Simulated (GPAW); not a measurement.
Input of a GPAW 26.7.0 run:

run.py

```python
import numpy as np
from ase import Atoms
from ase.dft.bandgap import bandgap
from ase.io import write
from gpaw import GPAW, PW
from gpaw.response.df import DielectricFunction

atoms = Atoms(['Ta', 'Ta', 'As', 'As'],
              cell=[[-1.7218133622, 1.7218133622, 5.8679415361],
                    [1.7218133622, -1.7218133622, 5.8679415361],
                    [1.7218133622, 1.7218133622, -5.8679415361]],
              scaled_positions=[[0.4999673, 0.4999673, 0.0],
                                [0.2499673, 0.7499673, 0.5],
                                [0.08263212, 0.08263212, 0.0],
                                [0.83263212, 0.33263212, 0.5]],
              pbc=True)

calc = GPAW(mode=PW(400),
            xc='LDA',
            kpts={'size': (7, 7, 7), 'gamma': True},
            occupations={'name': 'fermi-dirac', 'width': 0.001},
            nbands=34,
            convergence={'density': 1e-06},
            maxiter=150,
            txt='gpaw.txt')
atoms.calc = calc
energy = atoms.get_potential_energy()
calc.write('gs.gpw')
write('result.traj', atoms)
print(f'Energy: {energy:.6f} eV')
print('Fermi level:', round(calc.get_fermi_level(), 4), 'eV')
print(f'Gap: {bandgap(calc)[0]:.4f} eV, direct: {bandgap(calc, direct=True)[0]:.4f} eV')

for size in [(7, 7, 7)]:
    name = 'x'.join(str(n) for n in size)
    dense = calc.fixed_density(kpts={'size': size, 'gamma': True},
                               nbands=64, convergence={'bands': 58, 'eigenstates': 1e-7},
                               update_fermi_level=True, txt=f'dense-{name}.txt')
    dense.write(f'{name}.gpw', mode='all')
    df = DielectricFunction(f'{name}.gpw', frequencies=np.array([0.0]), hilbert=False, eta=0.001,
                            ecut=80, nbands=58, intraband=False, txt=f'df-{name}.txt')
    for xc in ['RPA']:
        for direction in ['x', 'y', 'z', [0, 1, 1], [1, 0, 1], [1, 1, 0]]:
            e0, e = df.get_macroscopic_dielectric_constant(xc=xc, direction=direction)
            print(f'{name} {xc} {direction}: {e0:.4f} without, {e:.4f} with local fields')
```

Potentials or basis: the program's PAW data sets (release 1.2.1) made for this functional, pw.

Launch:

```sh
$ OMP_NUM_THREADS=1 python run.py
```

Question: Estimate the electronic dielectric tensor (diagonal).

Answer: 4624.83, 4624.79, 22.91.

Question: What does it give for the band gap on the k mesh?

Answer: 0.07 eV, direct.

Electronic dielectric tensor:
```
4624.83    0.00    0.00
   0.00 4624.79    0.00
   0.00    0.00   22.91
```

Caveat: the k mesh is coarse; the gap is small at this level, which inflates the dielectric constant; the long-wavelength limit can be off by several per cent where d states take part; spin-orbit coupling is left out, which moves the levels of the heavy elements; an odd mesh through Γ misses points on the zone boundary, where band edges often lie; the program warned that so skewed a cell can give wrong results.
